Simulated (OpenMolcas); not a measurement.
# Rh⁵⁺ among point charges: CASSCF and CASPT2 levels and susceptibility, part 2 of 2

Aim: the splitting of the states of Rh⁵⁺ in the field of 4 point charges, its lowest levels with spin-orbit coupling and its magnetic susceptibility.

OpenMolcas 26.06; ANO-RCC-VDZP, DKH2, active space 4 electrons in 5 orbitals (4d), orbitals: per spin and parity. Surroundings: 4 point charges of -2.5 e arranged as a tetrahedron (Td), 1.99 Å from the ion.

## 7. CASPT2: IPEA 0.25, imaginary shift 0.1 (closed shells correlated: 4s 4p)

Input file a.inp:

```
>>> COPY JOB001 $Project.JobIph
&CASPT2
Multistate=5 1 2 3 4 5
NoMult
Frozen=14
IPEA=0.25
Imaginary=0.1
MaxIter=60
WThr=0.0 0.3 0.05
PrWF=0.5
NoMix
>>> COPY JOB002 $Project.JobIph
&CASPT2
Multistate=45 1 2 3 4 5 6 7 8 9 10 11 12 13 14 15 16 17 18 19 20 21 22
23 24 25 26 27 28 29 30 31 32 33 34 35 36 37 38 39 40 41 42 43 44 45
NoMult
Frozen=14
IPEA=0.25
Imaginary=0.1
MaxIter=60
WThr=0.0 0.3 0.05
PrWF=0.5
NoMix
>>> COPY JOB003 $Project.JobIph
&CASPT2
Multistate=50 1 2 3 4 5 6 7 8 9 10 11 12 13 14 15 16 17 18 19 20 21 22
23 24 25 26 27 28 29 30 31 32 33 34 35 36 37 38 39 40 41 42 43 44 45 46
47 48 49 50
NoMult
Frozen=14
IPEA=0.25
Imaginary=0.1
MaxIter=60
WThr=0.0 0.3 0.05
PrWF=0.5
NoMix
```

The run is started by

```
> OMP_NUM_THREADS=1 MOLCAS_MEM=1689 MOLCAS_PROJECT=a pymolcas a.inp > a.log
```

What it wrote:

```text
Orbital specifications:
      -----------------------

      Symmetry species                           1
                                                 a
      Frozen orbitals                           14
      Inactive orbitals                          4
      Active orbitals                            5
      Secondary orbitals                        20
      Deleted orbitals                           0
      Number of basis functions                 43
Type of calculation                        SS-CASPT2
      Fock operator                              state-specific
      IPEA shift                                 0.25
      Real shift                                 0.00
      Imaginary shift                            0.10
      The input orbitals will be transformed to quasi-canonical
Reference energy:       -4787.9422744326
      E2 (Non-variational):      -0.2135822612
      Shift correction:          -0.0000813933
      E2 (Variational):          -0.2136636545
      Total energy:           -4788.1559380871
      Residual norm:              0.0000000554
      Reference weight:           0.96106
      Contributions to the CASPT2 correlation energy
      Active & Virtual Only:         -0.0291325198
      One Inactive Excited:          -0.1071408536
      Two Inactive Excited:          -0.0773088878
Reference energy:       -4787.9422744326
      E2 (Non-variational):      -0.2136475220
      Shift correction:          -0.0000814873
      E2 (Variational):          -0.2137290093
      Total energy:           -4788.1560034419
      Residual norm:              0.0000000559
      Reference weight:           0.96103
      Contributions to the CASPT2 correlation energy
      Active & Virtual Only:         -0.0291595649
      One Inactive Excited:          -0.1071758388
      Two Inactive Excited:          -0.0773121183
::    CASPT2 Root  1     Total energy:  -4788.15593809
::    CASPT2 Root  2     Total energy:  -4788.15600344
::    CASPT2 Root  3     Total energy:  -4788.15600601
::    CASPT2 Root  4     Total energy:  -4788.14255129
::    CASPT2 Root  5     Total energy:  -4788.14249749
Orbital specifications:
      -----------------------

      Symmetry species                           1
                                                 a
      Frozen orbitals                           14
      Inactive orbitals                          4
      Active orbitals                            5
      Secondary orbitals                        20
      Deleted orbitals                           0
      Number of basis functions                 43
Type of calculation                        SS-CASPT2
      Fock operator                              state-specific
      IPEA shift                                 0.25
      Real shift                                 0.00
      Imaginary shift                            0.10
      The input orbitals will be transformed to quasi-canonical
Reference energy:       -4787.8513073855
      E2 (Non-variational):      -0.2150249191
      Shift correction:          -0.0000824286
      E2 (Variational):          -0.2151073477
      Total energy:           -4788.0664147332
      Residual norm:              0.0000008185
      Reference weight:           0.96096
      Contributions to the CASPT2 correlation energy
      Active & Virtual Only:         -0.0276608078
      One Inactive Excited:          -0.1115438962
      Two Inactive Excited:          -0.0758202151
Reference energy:       -4787.8513073855
      E2 (Non-variational):      -0.2150470563
      Shift correction:          -0.0000824655
      E2 (Variational):          -0.2151295218
      Total energy:           -4788.0664369073
      Residual norm:              0.0000008195
      Reference weight:           0.96095
      Contributions to the CASPT2 correlation energy
      Active & Virtual Only:         -0.0276673259
      One Inactive Excited:          -0.1115571107
      Two Inactive Excited:          -0.0758226196
::    CASPT2 Root  1     Total energy:  -4788.06641473
::    CASPT2 Root  2     Total energy:  -4788.06643691
::    CASPT2 Root  3     Total energy:  -4788.06690048
::    CASPT2 Root  4     Total energy:  -4788.06213123
::    CASPT2 Root  5     Total energy:  -4788.06150290
::    CASPT2 Root  6     Total energy:  -4788.06136304
::    CASPT2 Root  7     Total energy:  -4788.05864696
::    CASPT2 Root  8     Total energy:  -4788.05847759
::    CASPT2 Root  9     Total energy:  -4788.05880964
::    CASPT2 Root 10     Total energy:  -4788.05275226
::    CASPT2 Root 11     Total energy:  -4788.05303338
::    CASPT2 Root 12     Total energy:  -4788.05227912
::    CASPT2 Root 13     Total energy:  -4788.05257503
::    CASPT2 Root 14     Total energy:  -4788.05258826
::    CASPT2 Root 15     Total energy:  -4788.05029785
::    CASPT2 Root 16     Total energy:  -4788.05029697
::    CASPT2 Root 17     Total energy:  -4788.05030741
::    CASPT2 Root 18     Total energy:  -4788.04287342
::    CASPT2 Root 19     Total energy:  -4788.04267025
::    CASPT2 Root 20     Total energy:  -4788.04274823
::    CASPT2 Root 21     Total energy:  -4788.04368710
::    CASPT2 Root 22     Total energy:  -4788.04301721
::    CASPT2 Root 23     Total energy:  -4788.04292336
::    CASPT2 Root 24     Total energy:  -4788.04294214
::    CASPT2 Root 25     Total energy:  -4788.03766774
::    CASPT2 Root 26     Total energy:  -4788.03756819
::    CASPT2 Root 27     Total energy:  -4788.03142306
::    CASPT2 Root 28     Total energy:  -4788.02790112
::    CASPT2 Root 29     Total energy:  -4788.02790200
::    CASPT2 Root 30     Total energy:  -4788.02788842
Orbital specifications:
      -----------------------

      Symmetry species                           1
                                                 a
      Frozen orbitals                           14
      Inactive orbitals                          4
      Active orbitals                            5
      Secondary orbitals                        20
      Deleted orbitals                           0
      Number of basis functions                 43
Type of calculation                        SS-CASPT2
      Fock operator                              state-specific
      IPEA shift                                 0.25
      Real shift                                 0.00
      Imaginary shift                            0.10
      The input orbitals will be transformed to quasi-canonical
Reference energy:       -4787.8135933173
      E2 (Non-variational):      -0.2141615063
      Shift correction:          -0.0000763909
      E2 (Variational):          -0.2142378972
      Total energy:           -4788.0278312144
      Residual norm:              0.0000002936
      Reference weight:           0.96217
      Contributions to the CASPT2 correlation energy
      Active & Virtual Only:         -0.0265682142
      One Inactive Excited:          -0.1121414608
      Two Inactive Excited:          -0.0754518312
Reference energy:       -4787.8056051843
      E2 (Non-variational):      -0.2172130453
      Shift correction:          -0.0000822112
      E2 (Variational):          -0.2172952566
      Total energy:           -4788.0229004409
      Residual norm:              0.0000005316
      Reference weight:           0.96063
      Contributions to the CASPT2 correlation energy
      Active & Virtual Only:         -0.0257239446
      One Inactive Excited:          -0.1178738923
      Two Inactive Excited:          -0.0736152084
::    CASPT2 Root  1     Total energy:  -4788.02783121
::    CASPT2 Root  2     Total energy:  -4788.02290044
::    CASPT2 Root  3     Total energy:  -4788.02312004
::    CASPT2 Root  4     Total energy:  -4788.02383620
::    CASPT2 Root  5     Total energy:  -4788.01523674
::    CASPT2 Root  6     Total energy:  -4788.01551809
::    CASPT2 Root  7     Total energy:  -4788.01525244
::    CASPT2 Root  8     Total energy:  -4788.01218567
::    CASPT2 Root  9     Total energy:  -4788.01219296
::    CASPT2 Root 10     Total energy:  -4788.00583643
::    CASPT2 Root 11     Total energy:  -4788.01245750
::    CASPT2 Root 12     Total energy:  -4788.00536099
::    CASPT2 Root 13     Total energy:  -4788.00552720
::    CASPT2 Root 14     Total energy:  -4788.00556888
::    CASPT2 Root 15     Total energy:  -4788.00926580
::    CASPT2 Root 16     Total energy:  -4788.00960380
::    CASPT2 Root 17     Total energy:  -4788.00919083
::    CASPT2 Root 18     Total energy:  -4788.00072658
::    CASPT2 Root 19     Total energy:  -4788.00110419
::    CASPT2 Root 20     Total energy:  -4787.99837623
::    CASPT2 Root 21     Total energy:  -4787.99845301
::    CASPT2 Root 22     Total energy:  -4787.99828090
::    CASPT2 Root 23     Total energy:  -4787.99341743
::    CASPT2 Root 24     Total energy:  -4787.98235398
::    CASPT2 Root 25     Total energy:  -4787.98205652
::    CASPT2 Root 26     Total energy:  -4787.98201359
::    CASPT2 Root 27     Total energy:  -4787.96744823
::    CASPT2 Root 28     Total energy:  -4787.96776788
::    CASPT2 Root 29     Total energy:  -4787.95775762
::    CASPT2 Root 30     Total energy:  -4787.95411674
```

This run took 11 s in all on 1 thread of Arm Neoverse V1, shared host.

SS-CASPT2: lowest energy less the reference's lowest, -0.2137 hartree; reference weights 0.949 to 0.962.

States without spin-orbit coupling:

| state | degeneracy | E (cm-1) | free-ion L (%) |
| --- | --- | --- | --- |
| 5T2 | 3 | 0 | D (100) |
| 5E | 2 | 2954 | D (100) |
| 3T1 | 3 | 19621 | H (78) |
| 3T2 | 3 | 20700 | H (90) |
| 3T1 | 3 | 21363 | H (72) |
| 3E | 2 | 22626 | H (95) |
| 3T1 | 3 | 22716 | P (68) |
| 3T2 | 3 | 23194 | G (53) |
| 3A2 | 1 | 24646 | F (100) |
| 3T2 | 3 | 24805 | F (52) |
| 3T1 | 3 | 24849 | F (48) |
| 3E | 2 | 25978 | G (94) |
| 3A1 | 1 | 27338 | G (100) |
| 3T1 | 3 | 28111 | G (67) |
| 1A1 | 1 | 28126 | I (58) |
| 1T1 | 3 | 29124 | I (75) |
| 3T2 | 3 | 30289 | D (98) |
| 1T2 | 3 | 30868 | I (97) |
| 1A1 | 1 | 31500 | G (50) |
| 1E | 2 | 31559 | G (52) |
| 3E | 2 | 32070 | D (98) |
| 1T1 | 3 | 32181 | G (74) |
| 1A2 | 1 | 32953 | I (99) |
| 1T2 | 3 | 33030 | I (89) |

With spin-orbit coupling:

| E (cm-1) | Degeneracy | Label | 2S+1 |
| --- | --- | --- | --- |
| 0 | 1 | A1 | 5 |
| 620 | 3 | T1 | 5 |
| 1330 | 3 | T2 | 5 |
| 2020 | 2 | E | 5 |
| 2560 | 3 | T1 | 5 |
| 3280 | 3 | T2 | 5 |
| 5300 | 1 | A2 | 5 |
| 5610 | 3 | T2 | 5 |
| 5810 | 2 | E | 5 |
| 5920 | 3 | T1 | 5 |
| 6020 | 1 | A1 | 5 |
| 18650 | 1 | A1 | 3 |
| 20770 | 2 | E | 3 |
| 20810 | 3 | T1 | 3 |
| 21570 | 3 | T2 | 3 |
| 21850 | 3 | T1 | 3 |
| 21870 | 1 | A1 | 3 |
| 22260 | 3 | T2 | 3 |
| 22540 | 1 | A2 | 3 |
| 22870 | 3 | T1 | 3 |
| 22970 | 2 | E | 3 |
| 23400 | 2 | E | 3 |
| 23520 | 3 | T2 | 3 |
| 23870 | 3 | T1 | 3 |

Powder χT (cm³ K/mol): 0.00 at 2 K, 0.01 at 5 K, 0.02 at 10 K, 0.04 at 20 K, 0.10 at 50 K, 0.21 at 100 K, 0.31 at 150 K, 0.42 at 200 K, 0.52 at 250 K, 0.62 at 300 K.

## 8. The methods side by side

A. CASSCF
B. SS-CASPT2, IPEA 0.25, imaginary shift 0.1 (closed shells correlated: 4s 4p)

| method | ground state | first state of that spin (cm-1) | first gap with spin-orbit (cm-1) | χT at 300 K |
| --- | --- | --- | --- | --- |
| A | 5T2 | 5E 2694 | 600.9 | 0.62 |
| B | 5T2 | 5E 2954 | 617.1 | 0.62 |

## 9. Summary of results

This closing draws on all 2 parts.

```
                                            quantity                                                                        value
                                              method  SS-CASPT2, IPEA 0.25, imaginary shift 0.1 (closed shells correlated: 4s 4p)
                              spin-free ground state                                              5T2, 3-fold in its orbital part
first state of the same spin within the active space                                                              5E at 2950 cm⁻¹
                                        lowest level                                                                    1-fold A1
                                          next level                                                                   617.1 cm⁻¹
                                         χT at 300 K                                                               0.62 cm³ K/mol
                           effective moment at 300 K                                                                      2.22 μB
```

Cost by method:

| method | time of its own steps | time with the reference |
| --- | --- | --- |
| A. CASSCF | 29 s | 29 s |
| B. SS-CASPT2, IPEA 0.25, imaginary shift 0.1, +4s 4p | 11 s | 40 s |

Times are of one thread on a shared host.

In words: The spin-free ground state (5T2) comes to 100 % from free-ion D terms and keeps the highest spin of the shell. χT at 300 K is 0.62, against 3.01 cm³ K/mol for the spin alone, so spin-orbit coupling lowers it. An active space of the d shell alone favours high spin; real ions in strong fields can be low spin. CASPT2 does not keep the components of a term degenerate, and the means are used. The field of point charges can differ much from that of real complexes. This is an electrostatic model: the charges have no orbitals.
